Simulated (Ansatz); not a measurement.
# CH₅NOSSi: a ladder of functionals and wavefunction methods

Aim: compute CH₅NOSSi with functionals from several rungs and with coupled cluster, and see how far each lands from CCSD(T) at the basis-set limit for the atomisation energy.

The runs use Ansatz 0.2.0, Gaussian basis; functionals in def2-TZVPP, the program's frozen cores in correlated methods.

The runs, in order: PBE-D4, r2SCAN-D4, PBE0-D4, B3LYP-D4, ωB97X-V, ωB97M-V, B2PLYP; CCSD(T)/def2-TZVPP; MP2/def2-QZVPP; extrapolation to the limit.

**1. The geometry**

An earlier PBE0-D4 in a triple-zeta def2 set relaxation fixed the geometry.

10 atoms, charge 0, spin multiplicity 1.

Atoms are counted from 1 here; the program's logs count them from 0.

Bond lengths: O1–C2 1.327 Å, O1–H6 0.963 Å, C2–N3 1.269 Å, C2–H7 1.088 Å, N3–Si4 1.954 Å, N3–H8 1.016 Å, Si4–S5 2.197 Å, Si4–H9 1.528 Å, S5–H10 1.342 Å. Angles: C2–O1–H6 110.6°, O1–C2–N3 122.1°, O1–C2–H7 119.1°, N3–C2–H7 118.8°, C2–N3–Si4 126.7°, C2–N3–H8 115.0°, Si4–N3–H8 117.5°, N3–Si4–S5 96.0°, N3–Si4–H9 87.3°, S5–Si4–H9 94.7°, Si4–S5–H10 95.7°.

**2. PBE-D4 (GGA)**

Input file in.yaml:

```yaml
crystal:
  periodic: [false, false, false]
  atoms:
    - {symbol: O, position_ang: [-0.538861, -1.438804, 1.936781]}
    - {symbol: C, position_ang: [-0.510723, -0.438110, 1.066316]}
    - {symbol: N, position_ang: [-0.093208, -0.589703, -0.122096]}
    - {symbol: Si, position_ang: [-0.325498, 0.656190, -1.609058]}
    - {symbol: S, position_ang: [1.759367, 1.348408, -1.656098]}
    - {symbol: H, position_ang: [-0.855478, -1.133871, 2.793401]}
    - {symbol: H, position_ang: [-0.877108, 0.539451, 1.372253]}
    - {symbol: H, position_ang: [0.260235, -1.517373, -0.338660]}
    - {symbol: H, position_ang: [-0.778480, 1.689291, -0.577889]}
    - {symbol: H, position_ang: [2.042853, 0.833423, -2.861950]}
basis:
  gaussian: {orbitals: def2-TZVPP}
hamiltonian: {xc: pbe, dispersion: d4}
output: {forces: true, orbitals: {seedname: orbitals}}
```

Run with:

```bash
$ ansatz run in.yaml --threads 4 --pin off --events-out ev --progress --plain --max-ram 10444MiB
```

The log of the run (excerpt; [...] marks lines left out):

```text
Functional definition: PBE
  name "PBE"
  cite "Perdew, Burke & Ernzerhof, Phys. Rev. Lett. 77, 3865 (1996) doi:10.1103/PhysRevLett.77.3865"
  parent pbe
[...]
1353 factors; their error is unknown
[...]
mean field -23356.97374809 eV, -858.3529533169 hartree, gradient 3.6e-5 eV, S^2 0.000000; 0 other end points of the search recorded, 0 dependent functions left out
[...]
reference -23356.97378750 eV, -858.3529547650 hartree; 28, 28 occupied and 219, 219 virtual orbitals, 1353 factors
Total energy: -23357.21547128 eV, -858.3618364803 hartree
Atom 0 at    -0.538861    -1.438804     1.936781 Å, force     0.087637    -0.786760     0.136611 eV/Å
Atom 1 at    -0.510723    -0.438110     1.066316 Å, force    -0.218226     0.529387     0.460499 eV/Å
Atom 2 at    -0.093208    -0.589703    -0.122096 Å, force     0.221761     0.145565    -0.878148 eV/Å
Atom 3 at    -0.325498     0.656190    -1.609058 Å, force    -0.134210    -0.131072    -0.146250 eV/Å
Atom 4 at     1.759367     1.348408    -1.656098 Å, force     0.125487     0.157114     0.212162 eV/Å
Atom 5 at    -0.855478    -1.133871     2.793401 Å, force    -0.153797     0.145548     0.404861 eV/Å
Atom 6 at    -0.877108     0.539451     1.372253 Å, force    -0.076749     0.220605     0.065688 eV/Å
Atom 7 at     0.260235    -1.517373    -0.338660 Å, force     0.148068    -0.294843    -0.104789 eV/Å
Atom 8 at    -0.778480     1.689291    -0.577889 Å, force    -0.058095     0.111793     0.090287 eV/Å
Atom 9 at     2.042853     0.833423    -2.861950 Å, force     0.058124    -0.097336    -0.240921 eV/Å
Dipole moment:    -0.340654    -0.634526     1.156652 e Å
```

Wall time 2.5 s (4 threads of Arm Neoverse V1, shared host); peak memory 0.32 GiB.

With the free atoms at this level, -23320.080 eV in sum, the atomisation energy is 856.4 kcal/mol. HOMO -4.37 eV, LUMO -2.27 eV.

**3. r2SCAN-D4 (meta-GGA)**

in.yaml, as its differences from that of step 2:

```diff
@@ -15,3 +15,3 @@
   gaussian: {orbitals: def2-TZVPP}
-hamiltonian: {xc: pbe, dispersion: d4}
+hamiltonian: {xc: r2scan, dispersion: d4}
 output: {forces: true, orbitals: {seedname: orbitals}}
```

Same command.

The log of the run (excerpt; [...] marks lines left out):

```text
Functional definition: r2SCAN
  name "r2SCAN"
  cite "Furness, Kaplan, Ning, Perdew & Sun, J. Phys. Chem. Lett. 11, 8208 (2020) doi:10.1021/acs.jpclett.0c02405"
  cite "Furness, Kaplan, Ning, Perdew & Sun, J. Phys. Chem. Lett. 11, 9248 (2020) doi:10.1021/acs.jpclett.0c03077"
  parent r2scan
[...]
1353 factors; their error is unknown
[...]
mean field -23366.93855809 eV, -858.7191533300 hartree, gradient 7.8e-5 eV, S^2 0.000000; 0 other end points of the search recorded, 0 dependent functions left out
[...]
reference -23366.93856957 eV, -858.7191537517 hartree; 28, 28 occupied and 219, 219 virtual orbitals, 1353 factors
Total energy: -23366.99798860 eV, -858.7213373608 hartree
Atom 0 at    -0.538861    -1.438804     1.936781 Å, force    -0.013302    -0.351167     0.204572 eV/Å
Atom 1 at    -0.510723    -0.438110     1.066316 Å, force    -0.143093     0.411512     0.244618 eV/Å
Atom 2 at    -0.093208    -0.589703    -0.122096 Å, force     0.127622    -0.001096    -0.509014 eV/Å
Atom 3 at    -0.325498     0.656190    -1.609058 Å, force    -0.032226    -0.042637     0.106349 eV/Å
Atom 4 at     1.759367     1.348408    -1.656098 Å, force     0.045354     0.010054    -0.036220 eV/Å
Atom 5 at    -0.855478    -1.133871     2.793401 Å, force    -0.014783     0.021282     0.024264 eV/Å
Atom 6 at    -0.877108     0.539451     1.372253 Å, force     0.000592    -0.020703     0.014431 eV/Å
Atom 7 at     0.260235    -1.517373    -0.338660 Å, force     0.023557    -0.031596    -0.001591 eV/Å
Atom 8 at    -0.778480     1.689291    -0.577889 Å, force    -0.013716    -0.003565    -0.036082 eV/Å
Atom 9 at     2.042853     0.833423    -2.861950 Å, force     0.019994     0.007917    -0.011326 eV/Å
Dipole moment:    -0.351065    -0.652870     1.206282 e Å
```

Run time: 4.8 s. Hardware: 4 threads of Arm Neoverse V1, shared host; peak memory 0.35 GiB.

With the free atoms at this level, -23330.965 eV in sum, the atomisation energy is 830.9 kcal/mol. HOMO -4.51 eV, LUMO -2.14 eV.

**4. PBE0-D4 (hybrid)**

in.yaml, as its differences from that of step 3:

```diff
@@ -15,3 +15,3 @@
   gaussian: {orbitals: def2-TZVPP}
-hamiltonian: {xc: r2scan, dispersion: d4}
-output: {forces: true, orbitals: {seedname: orbitals}}
+hamiltonian: {xc: pbe0, dispersion: d4}
+output: {orbitals: {seedname: orbitals}}
```

The command is unchanged.

The log of the run:

```text
Functional definition: PBE0
  name "PBE0"
  cite "Adamo & Barone, J. Chem. Phys. 110, 6158 (1999) doi:10.1063/1.478522"
  cite "Perdew, Burke & Ernzerhof, Phys. Rev. Lett. 77, 3865 (1996) doi:10.1103/PhysRevLett.77.3865"
  parent pbe
  parameter a = 0.25
  parameter kappa = 0.804
  parameter beta = 0.06672455060314922
  exchange = (1 - a)*pbe_x(kappa = kappa, mu = beta*pi^2/3) + a*exact_x
  correlation = pbe_c(beta = beta)
1387 factors; their error is unknown
mean field evaluation 1: about -23352.9575 eV, gradient 5.5e1 eV
mean field evaluation 2: about -23347.9761 eV, gradient 7.3e1 eV
mean field evaluation 4: about -23358.5104 eV, gradient 4.8e0 eV
mean field evaluation 8: about -23358.5553 eV, gradient 2.9e-1 eV
mean field evaluation 16: about -23358.5897 eV, gradient 1.8e-4 eV
mean field -23358.58968122 eV, -858.4123377642 hartree, gradient 4.7e-5 eV, S^2 0.000000; 0 other end points of the search recorded, 0 dependent functions left out
reference -23358.58971021 eV, -858.4123388294 hartree; 28, 28 occupied and 219, 219 virtual orbitals, 1387 factors
Total energy: -23358.79454659 eV, -858.4198664274 hartree
```

It took 3.1 s on 4 threads of Arm Neoverse V1, shared host; peak memory 0.62 GiB.

Atomisation energy: 830.6 kcal/mol (free atoms -23322.776 eV, run apart). HOMO -5.27 eV, LUMO -1.34 eV.

**5. B3LYP-D4 (hybrid)**

B3LYP here takes the VWN-RPA correlation.

in.yaml, as its differences from that of step 4:

```diff
@@ -15,3 +15,3 @@
   gaussian: {orbitals: def2-TZVPP}
-hamiltonian: {xc: pbe0, dispersion: d4}
-output: {orbitals: {seedname: orbitals}}
+hamiltonian: {xc: {name: B3LYP}, dispersion: d4}
+output: {forces: true, orbitals: {seedname: orbitals}}
```

Same command.

The log of the run (excerpt; [...] marks lines left out):

```text
Functional definition: B3LYP
  name "B3LYP"
  cite "Stephens, Devlin, Chabalowski & Frisch, J. Phys. Chem. 98, 11623 (1994) doi:10.1021/j100096a001"
  cite "Becke, Phys. Rev. A 38, 3098 (1988) doi:10.1103/PhysRevA.38.3098"
  cite "Lee, Yang & Parr, Phys. Rev. B 37, 785 (1988) doi:10.1103/PhysRevB.37.785"
  cite "Vosko, Wilk & Nusair, Can. J. Phys. 58, 1200 (1980) doi:10.1139/p80-159"
[...]
1368 factors; their error is unknown
[...]
mean field -23371.98080636 eV, -858.9044525360 hartree, gradient 2.7e-5 eV, S^2 0.000000; 0 other end points of the search recorded, 0 dependent functions left out
[...]
reference -23371.98106917 eV, -858.9044621944 hartree; 28, 28 occupied and 219, 219 virtual orbitals, 1368 factors
Total energy: -23372.37205466 eV, -858.9188306458 hartree
Atom 0 at    -0.538861    -1.438804     1.936781 Å, force    -0.033570    -0.229412     0.260970 eV/Å
Atom 1 at    -0.510723    -0.438110     1.066316 Å, force    -0.053875     0.356579    -0.048939 eV/Å
Atom 2 at    -0.093208    -0.589703    -0.122096 Å, force     0.062839    -0.112811    -0.109755 eV/Å
Atom 3 at    -0.325498     0.656190    -1.609058 Å, force    -0.235484     0.071187    -0.054443 eV/Å
Atom 4 at     1.759367     1.348408    -1.656098 Å, force     0.211822     0.056829    -0.046461 eV/Å
Atom 5 at    -0.855478    -1.133871     2.793401 Å, force    -0.006334    -0.041953     0.048983 eV/Å
Atom 6 at    -0.877108     0.539451     1.372253 Å, force     0.027991    -0.088787    -0.005562 eV/Å
Atom 7 at     0.260235    -1.517373    -0.338660 Å, force     0.007150     0.002780    -0.003257 eV/Å
Atom 8 at    -0.778480     1.689291    -0.577889 Å, force    -0.008566    -0.025656    -0.047196 eV/Å
Atom 9 at     2.042853     0.833423    -2.861950 Å, force     0.028027     0.011244     0.005661 eV/Å
Dipole moment:    -0.378989    -0.653393     1.207190 e Å
```

Run time: 4.5 s. Hardware: 4 threads of Arm Neoverse V1, shared host; peak memory 0.7 GiB.

Atomisation energy: 830.7 kcal/mol (free atoms -23336.348 eV, run apart). HOMO -5.10 eV, LUMO -1.58 eV.

**6. ωB97X-V (range-separated)**

in.yaml, as its differences from that of step 5:

```diff
@@ -15,3 +15,3 @@
   gaussian: {orbitals: def2-TZVPP}
-hamiltonian: {xc: {name: B3LYP}, dispersion: d4}
-output: {forces: true, orbitals: {seedname: orbitals}}
+hamiltonian: {xc: {name: wB97X-V}}
+output: {orbitals: {seedname: orbitals}}
```

The command is unchanged.

The log of the run (excerpt; [...] marks lines left out):

```text
Functional definition: wB97X-V
  name "wB97X-V"
  cite "Mardirossian & Head-Gordon, Phys. Chem. Chem. Phys. 16, 9904 (2014) doi:10.1039/C3CP54374A"
  cite "Becke, J. Chem. Phys. 107, 8554 (1997) doi:10.1063/1.475007"
  cite "Vydrov & Van Voorhis, J. Chem. Phys. 133, 244103 (2010) doi:10.1063/1.3521275"
[...]
      + integral(e_c_pw_opposite_spin*poly(b97_u_opposite, cos0, cos1)) + vv10(b, c)
1363 factors; their error is unknown
298 factors; integrals over basis functions are off by at most 1.2e-5 eV
[...]
mean field -23366.33079348 eV, -858.6968183926 hartree, gradient 3.1e-5 eV, S^2 0.000000; 0 other end points of the search recorded, 0 dependent functions left out
reference -23366.33079153 eV, -858.6968183210 hartree; 28, 28 occupied and 219, 219 virtual orbitals, 1363 factors
Total energy: -23366.33079153 eV, -858.6968183210 hartree
```

Run time: 8 s. Hardware: 4 threads of Arm Neoverse V1, shared host; peak memory 0.75 GiB.

With the free atoms at this level, -23330.213 eV in sum, the atomisation energy is 832.9 kcal/mol. HOMO -7.36 eV, LUMO 0.89 eV.

**7. ωB97M-V (range-separated)**

in.yaml, as its differences from that of step 6:

```diff
@@ -15,3 +15,3 @@
   gaussian: {orbitals: def2-TZVPP}
-hamiltonian: {xc: {name: wB97X-V}}
-output: {orbitals: {seedname: orbitals}}
+hamiltonian: {xc: {name: wB97M-V}}
+output: {forces: true, orbitals: {seedname: orbitals}}
```

Same command.

The log of the run (excerpt; [...] marks lines left out):

```text
Functional definition: wB97M-V
  name "wB97M-V"
  cite "Mardirossian & Head-Gordon, J. Chem. Phys. 144, 214110 (2016) doi:10.1063/1.4952647"
  cite "Becke, J. Chem. Phys. 107, 8554 (1997) doi:10.1063/1.475007"
  cite "Vydrov & Van Voorhis, J. Chem. Phys. 133, 244103 (2010) doi:10.1063/1.3521275"
  # Of w^i u^j: cxij and so on, Table III.
[...]
  gx(w, u) = 1 - cx + cx01*u + cx10*w
  gss(w, u) = css00 + css04*u^4 + css10*w + css20*w^2 + css43*w^4*u^3
  gos(w, u) = cos00 + cos10*w + (cos20 + cos21*u)*w^2 + (cos60 + cos61*u)*w^6
[...]
      + integral(e_c_pw_mod_opposite_spin*gos(b97_w_opposite, b97_u_opposite)) + vv10(b, c)
1363 factors; their error is unknown
298 factors; integrals over basis functions are off by at most 1.2e-5 eV
[...]
Atom 0 at    -0.538861    -1.438804     1.936781 Å, force     0.014924    -0.082142     0.178172 eV/Å
Atom 1 at    -0.510723    -0.438110     1.066316 Å, force    -0.016641     0.202485    -0.210029 eV/Å
Atom 2 at    -0.093208    -0.589703    -0.122096 Å, force     0.005928    -0.178294     0.278157 eV/Å
Atom 3 at    -0.325498     0.656190    -1.609058 Å, force    -0.129458     0.205584    -0.235709 eV/Å
Atom 4 at     1.759367     1.348408    -1.656098 Å, force     0.094791     0.005438    -0.054398 eV/Å
Atom 5 at    -0.855478    -1.133871     2.793401 Å, force     0.023702    -0.034540    -0.052490 eV/Å
Atom 6 at    -0.877108     0.539451     1.372253 Å, force     0.024721    -0.081129    -0.021673 eV/Å
Atom 7 at     0.260235    -1.517373    -0.338660 Å, force    -0.030543     0.003818     0.036378 eV/Å
Atom 8 at    -0.778480     1.689291    -0.577889 Å, force     0.045045    -0.067137    -0.011598 eV/Å
Atom 9 at     2.042853     0.833423    -2.861950 Å, force    -0.032470     0.025917     0.093190 eV/Å
Dipole moment:    -0.400532    -0.691766     1.272386 e Å
```

Wall time 12 s (4 threads of Arm Neoverse V1, shared host); peak memory 0.88 GiB.

Atomisation energy: 835.4 kcal/mol (free atoms -23331.857 eV, run apart). HOMO -7.22 eV, LUMO 0.81 eV.

**8. B2PLYP (double hybrid)**

in.yaml, as its differences from that of step 7:

```diff
@@ -15,3 +15,2 @@
   gaussian: {orbitals: def2-TZVPP}
-hamiltonian: {xc: {name: wB97M-V}}
-output: {forces: true, orbitals: {seedname: orbitals}}
+hamiltonian: {xc: {name: B2PLYP}}
```

Same command.

The log of the run (excerpt; [...] marks lines left out):

```text
Functional definition: B2PLYP
  name "B2PLYP"
  cite "Grimme, J. Chem. Phys. 124, 034108 (2006) doi:10.1063/1.2148954"
  cite "Becke, Phys. Rev. A 38, 3098 (1988) doi:10.1103/PhysRevA.38.3098"
  cite "Lee, Yang & Parr, Phys. Rev. B 37, 785 (1988) doi:10.1103/PhysRevB.37.785"
[...]
1461 factors; integrals over basis functions are off by at most 1.0e-3 eV
[...]
mean field -23352.57706683 eV, -858.1913782607 hartree, gradient 2.8e-6 eV, S^2 0.000000; 0 other end points of the search recorded, 0 dependent functions left out
13 core orbitals not correlated: weight in the atoms' cores, before any rotation towards them, 1.000 or more for the frozen orbitals, at most 0.000 for the correlated occupied ones
reference -23352.57723223 eV, -858.1913843392 hartree; 15, 15 occupied and 219, 219 virtual orbitals, 1461 factors
second order -29.87564349 eV of doubles, -0.00000000 eV of singles
Total energy: -23360.64365597 eV, -858.4878199440 hartree
```

Wall time 6 s (4 threads of Arm Neoverse V1, shared host); peak memory 0.62 GiB.

With the free atoms at this level, -23325.193 eV in sum, the atomisation energy is 817.5 kcal/mol.

**9. Frontier levels by functional**

Dipoles come from the runs that computed forces. Levels, from each run's orbital file:

```csv
functional,HOMO (eV),LUMO (eV),gap (eV),dipole (D)
PBE-D4,-4.37,-2.27,2.10,6.54
r2SCAN-D4,-4.51,-2.14,2.37,6.80
PBE0-D4,-5.27,-1.34,3.93,
B3LYP-D4,-5.10,-1.58,3.52,6.84
ωB97X-V,-7.36,0.89,8.25,
ωB97M-V,-7.22,0.81,8.03,7.22
```

**10. CCSD(T) in def2-TZVPP**

in.yaml, as its differences from that of step 8:

```diff
@@ -15,2 +15,2 @@
   gaussian: {orbitals: def2-TZVPP}
-hamiltonian: {xc: {name: B2PLYP}}
+correlation: {method: ccsd_t}
```

Same command.

The log of the run (excerpt; [...] marks lines left out):

```text
Functional definition: HF
  name "HF"
  cite "Fock, Z. Phys. 61, 126 (1930) doi:10.1007/BF01340294"
  parent pbe
[...]
1461 factors; integrals over basis functions are off by at most 1.0e-3 eV
[...]
mean field -23310.34734910 eV, -856.6394647585 hartree, gradient 2.0e-6 eV, S^2 0.000000; 0 other end points of the search recorded, 0 dependent functions left out
13 core orbitals not correlated: weight in the atoms' cores, before any rotation towards them, 1.000 or more for the frozen orbitals, at most 0.000 for the correlated occupied ones
reference -23310.34734910 eV, -856.6394647585 hartree; 15, 15 occupied and 219, 219 virtual orbitals, 1461 factors
second order -24.39767115 eV of doubles, -0.00000000 eV of singles
cycle   1  -24.80451885 eV  change   -4.1e-1 eV  update   1.2e-1
[...]
cycle  12  -25.59488970 eV  change   -2.6e-5 eV  update   1.2e-5
perturbative correction -1.14209053 eV, -0.0419710528 hartree
Total energy: -23337.08432933 eV, -857.6220306590 hartree
```

It took 2.4 min on 4 threads of Arm Neoverse V1, shared host; peak memory 5 GiB.

**11. MP2 in def2-QZVPP**

in.yaml, as its differences from that of step 10:

```diff
@@ -14,3 +14,3 @@
 basis:
-  gaussian: {orbitals: def2-TZVPP}
-correlation: {method: ccsd_t}
+  gaussian: {orbitals: "def2-QZVPP.json"}
+correlation: {method: mp2}
```

Launched as before.

The log of the run:

```text
Functional definition: HF
  name "HF"
  cite "Fock, Z. Phys. 61, 126 (1930) doi:10.1007/BF01340294"
  parent pbe
  exchange = exact_x
  correlation = 0
2772 factors; integrals over basis functions are off by at most 1.0e-3 eV
mean field evaluation 1: about -23307.3233 eV, gradient 3.8e1 eV
mean field evaluation 2: about -23307.5000 eV, gradient 3.8e1 eV
mean field evaluation 4: about -23311.0195 eV, gradient 4.4e0 eV
mean field evaluation 8: about -23311.1081 eV, gradient 4.6e-1 eV
mean field evaluation 16: about -23311.1099 eV, gradient 1.2e-6 eV
mean field -23311.10988097 eV, -856.6674872878 hartree, gradient 1.2e-6 eV, S^2 0.000000; 0 other end points of the search recorded, 0 dependent functions left out
13 core orbitals not correlated: weight in the atoms' cores, before any rotation towards them, 1.000 or more for the frozen orbitals, at most 0.000 for the correlated occupied ones
reference -23311.10988097 eV, -856.6674872878 hartree; 15, 15 occupied and 433, 433 virtual orbitals, 2772 factors
second order -26.28165173 eV of doubles, -0.00000000 eV of singles
Total energy: -23337.39153269 eV, -857.6333201744 hartree
```

It took 21 s on 4 threads of Arm Neoverse V1, shared host; peak memory 2.6 GiB.

The pieces so far (eV):

```csv
basis,HF,MP2 correlation,CCSD correlation,(T),total
def2-TZVPP,-23310.3473,-24.3977,-25.5949,-1.1421,-23337.0843
def2-QZVPP,-23311.1099,-26.2817,,,-23337.3915 (MP2)
```

The report of the def2-TZVPP run gives T1 = 0.0154.

**12. Extrapolating to the complete basis**

This step is arithmetic on the last runs, with X = 3 and 4: exp(−7.88√X) for Hartree-Fock, X^−2.97 for correlation; only MP2 was run in the larger set, so CCSD(T) minus MP2 is added from the smaller one.

```csv
level,energy at the limit (eV)
HF,-23311.2149
MP2,-23338.8921
CCSD,-23340.0893
CCSD(T),-23341.2314
```

**13. The ladder**

Free atoms (1 O, 1 C, 1 N, 1 Si, 1 S, 5 H) were run apart at each level; the atomisation energy is their sum less the molecule, without zero-point or spin-orbit terms.

Differences are taken before rounding.

```csv
method,rung,atomisation energy (kcal/mol),from CCSD(T)/CBS (kcal/mol),time
PBE-D4,GGA,856.4,+28.0,2.5 s
r2SCAN-D4,meta-GGA,830.9,+2.6,4.8 s
PBE0-D4,hybrid,830.6,+2.3,3.1 s
B3LYP-D4,hybrid,830.7,+2.4,4.5 s
ωB97X-V,range-separated,832.9,+4.5,8 s
ωB97M-V,range-separated,835.4,+7.0,12 s
B2PLYP,double hybrid,817.5,-10.8,6 s
HF/def2-TZVPP,wavefunction,550.2,-278.2,
MP2/def2-TZVPP,wavefunction,814.6,-13.8,
CCSD/def2-TZVPP,wavefunction,782.6,-45.7,
CCSD(T)/def2-TZVPP,wavefunction,800.0,-28.4,2.4 min
MP2/CBS,wavefunction,843.0,+14.6,
CCSD(T)/CBS,wavefunction,828.3,0,2.8 min
```

Among the levels timed on like hardware and quicker than the yardstick, those that no quicker one beats, quickest first: PBE-D4 (2.5 s, +28.0 kcal/mol); PBE0-D4 (3.1 s, +2.3 kcal/mol).

B2PLYP carry no dispersion term (for B3LYP, D4 adds 9.0 kcal/mol).

Times are those of the molecule's run; HF, MP2 and CCSD come out of the CCSD(T) runs, and the limit's time is the sum of the runs that it needs.

**14. Results**

```
                               quantity                                value
        atomisation energy, CCSD(T)/CBS                       828.3 kcal/mol
functionals within 4.1 kcal/mol (0.5 %)         r2SCAN-D4, PBE0-D4, B3LYP-D4
                               farthest              PBE-D4 (+28.0 kcal/mol)
             mean size of error, hybrid                         2.3 kcal/mol
    mean size of error, range-separated                         5.8 kcal/mol
              gap, smallest and largest  2.10 eV (PBE-D4), 8.25 eV (ωB97X-V)
                          T1 diagnostic                               0.0154
triples share of the correlation energy                                4.3 %
```

**Reading.** PBE-D4 misses by +28.0 kcal/mol. Double hybrids carry the basis error of their MP2 part in triple zeta, and no dispersion term here, so their miss is partly the set-up's. Misses under about 4.1 kcal/mol are within the doubt on the reference itself, which lacks core-valence correlation, relativity and higher excitations. Hartree-Fock recovers 66 % of the binding; the rest is correlation. The gap grows from 2.1 to 8.2 eV across the functionals, mostly with the share of exact exchange.

For cost: PBE0-D4 gets within 2.3 kcal/mol in 3.1 s, where CCSD(T)/CBS took 2.8 min; the quickest level in the cost chart, PBE-D4, takes 2.5 s and misses by 28.0 kcal/mol.
